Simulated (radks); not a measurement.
**Ionisation of Ru⁺: one atom, several choices of relativity**

Aim: the ionisation energy of Ru⁺ ([Kr] 4d7) to Ru²⁺ ([Kr] 4d6) for each choice of relativity, and which comes nearest the tabulated value.

The numbers are computed with radks (a radial shooting solver on a logarithmic mesh, Libxc functionals) version 1 (Kohn-Sham, BLYP, spin-unpolarised, spherical densities), except any that are marked as measured or tabulated.

**1. Starting point**

* element: ruthenium (Z = 44)
* charge: +1
* electrons: 43
* configuration: [Kr] 4d7
* ion: Ru²⁺, [Kr] 4d6
* choices: non-relativistic; scalar-relativistic; Dirac, 2j+1 shares; Dirac, low j first; scalar-relativistic, finite nucleus; Dirac, 2j+1 shares, finite nucleus; Dirac, c × 2; Dirac, c × 0.85; Dirac, c × 10

**2. non-relativistic: Ru⁺**

Settings of this run:

```text
Z 44
configuration [Kr] 4d7
relativity non-relativistic
functional b88,lyp
spin unpolarised
nucleus point
```

**3. non-relativistic: Ru²⁺**

Settings of this run:

```text
Z 44
configuration [Kr] 4d6
relativity non-relativistic
functional b88,lyp
spin unpolarised
nucleus point
```

**4. scalar-relativistic: Ru⁺**

Settings of this run:

```text
Z 44
configuration [Kr] 4d7
relativity scalar-relativistic
functional b88,lyp
spin unpolarised
nucleus point
c 137.035999084
```

**5. scalar-relativistic: Ru²⁺**

Settings of this run:

```text
Z 44
configuration [Kr] 4d6
relativity scalar-relativistic
functional b88,lyp
spin unpolarised
nucleus point
c 137.035999084
```

**6. Dirac, 2j+1 shares: Ru⁺**

Settings of this run:

```text
Z 44
configuration [Kr] 4d7
relativity Dirac
functional b88,lyp
spin unpolarised
j_filling average
nucleus point
c 137.035999084
```

**7. Dirac, 2j+1 shares: Ru²⁺**

Changes since step 6:

```diff
@@ -1,3 +1,3 @@
 Z 44
-configuration [Kr] 4d7
+configuration [Kr] 4d6
 relativity Dirac
```

**8. Dirac, low j first: Ru⁺**

Settings of this run:

```text
Z 44
configuration [Kr] 4d7
relativity Dirac
functional b88,lyp
spin unpolarised
j_filling energy
nucleus point
c 137.035999084
```

**9. Dirac, low j first: Ru²⁺**

Changes since step 8:

```diff
@@ -1,3 +1,3 @@
 Z 44
-configuration [Kr] 4d7
+configuration [Kr] 4d6
 relativity Dirac
```

**10. scalar-relativistic, finite nucleus: Ru⁺**

Settings of this run:

```text
Z 44
configuration [Kr] 4d7
relativity scalar-relativistic
functional b88,lyp
spin unpolarised
nucleus finite rms 4.4809 fm
c 137.035999084
```

**11. scalar-relativistic, finite nucleus: Ru²⁺**

Changes since step 10:

```diff
@@ -1,3 +1,3 @@
 Z 44
-configuration [Kr] 4d7
+configuration [Kr] 4d6
 relativity scalar-relativistic
```

**12. Dirac, 2j+1 shares, finite nucleus: Ru⁺**

Settings of this run:

```text
Z 44
configuration [Kr] 4d7
relativity Dirac
functional b88,lyp
spin unpolarised
j_filling average
nucleus finite rms 4.4809 fm
c 137.035999084
```

**13. Dirac, 2j+1 shares, finite nucleus: Ru²⁺**

Changes since step 12:

```diff
@@ -1,3 +1,3 @@
 Z 44
-configuration [Kr] 4d7
+configuration [Kr] 4d6
 relativity Dirac
```

**14. Dirac, c × 2: Ru⁺**

Settings of this run:

```text
Z 44
configuration [Kr] 4d7
relativity Dirac
functional b88,lyp
spin unpolarised
j_filling average
nucleus point
c 274.072
```

**15. Dirac, c × 2: Ru²⁺**

Changes since step 14:

```diff
@@ -1,3 +1,3 @@
 Z 44
-configuration [Kr] 4d7
+configuration [Kr] 4d6
 relativity Dirac
```

**16. Dirac, c × 0.85: Ru⁺**

Settings of this run:

```text
Z 44
configuration [Kr] 4d7
relativity Dirac
functional b88,lyp
spin unpolarised
j_filling average
nucleus point
c 116.4806
```

**17. Dirac, c × 0.85: Ru²⁺**

Changes since step 16:

```diff
@@ -1,3 +1,3 @@
 Z 44
-configuration [Kr] 4d7
+configuration [Kr] 4d6
 relativity Dirac
```

**18. Dirac, c × 10: Ru⁺**

Settings of this run:

```text
Z 44
configuration [Kr] 4d7
relativity Dirac
functional b88,lyp
spin unpolarised
j_filling average
nucleus point
c 1370.35999
```

**19. Dirac, c × 10: Ru²⁺**

Changes since step 18:

```diff
@@ -1,3 +1,3 @@
 Z 44
-configuration [Kr] 4d7
+configuration [Kr] 4d6
 relativity Dirac
```

Q: Predict the outcome of this session. Wanted: for each run, relativity; E(Ru⁺); Δ-SCF; −ε(HOMO); <r> HOMO; error.

The runs gave:

```csv
relativity,E(Ru⁺) (hartree),Δ-SCF (eV),−ε(HOMO) (eV),<r> HOMO (bohr),error (eV)
non-relativistic,-4443.43968,18.368,12.669,1.633,+1.61
scalar-relativistic,-4531.03584,18.117,12.490,1.651,+1.36
"Dirac, 2j+1 shares",-4531.82401,18.116,12.358,1.660,+1.36
"Dirac, low j first",-4531.83863,17.919,12.311,1.663,+1.16
"scalar-relativistic, finite nucleus",-4530.96081,18.117,12.490,1.651,+1.36
"Dirac, 2j+1 shares, finite nucleus",-4531.74882,18.117,12.358,1.660,+1.36
"Dirac, c × 2",-4464.69844,18.304,12.589,1.640,+1.54
"Dirac, c × 0.85",-4568.33851,18.024,12.245,1.671,+1.26
"Dirac, c × 10",-4444.28000,18.365,12.666,1.633,+1.61
```

What this shows: The NIST Atomic Spectra Database lists 16.8 +/- 0.06 eV (semi-empirical). The smallest miss is that of Dirac, low j first (+1.16 eV), the largest that of non-relativistic (+1.61 eV). Runs with a scaled speed of light are not ranked. The ionisation energies span 0.45 eV, the total energies of Ru⁺ 3399 eV (scaled speeds of light included): most of the change in the total cancels in the difference. From the non-relativistic level to Dirac, 2j+1 shares, finite nucleus the 1s level goes from -21343 to -21937 eV and the ionisation energy moves by -0.25 eV. Levels marked c × scale the speed of light and are no model of nature. Spin polarisation and multiplet splitting of open shells are left out at every level.
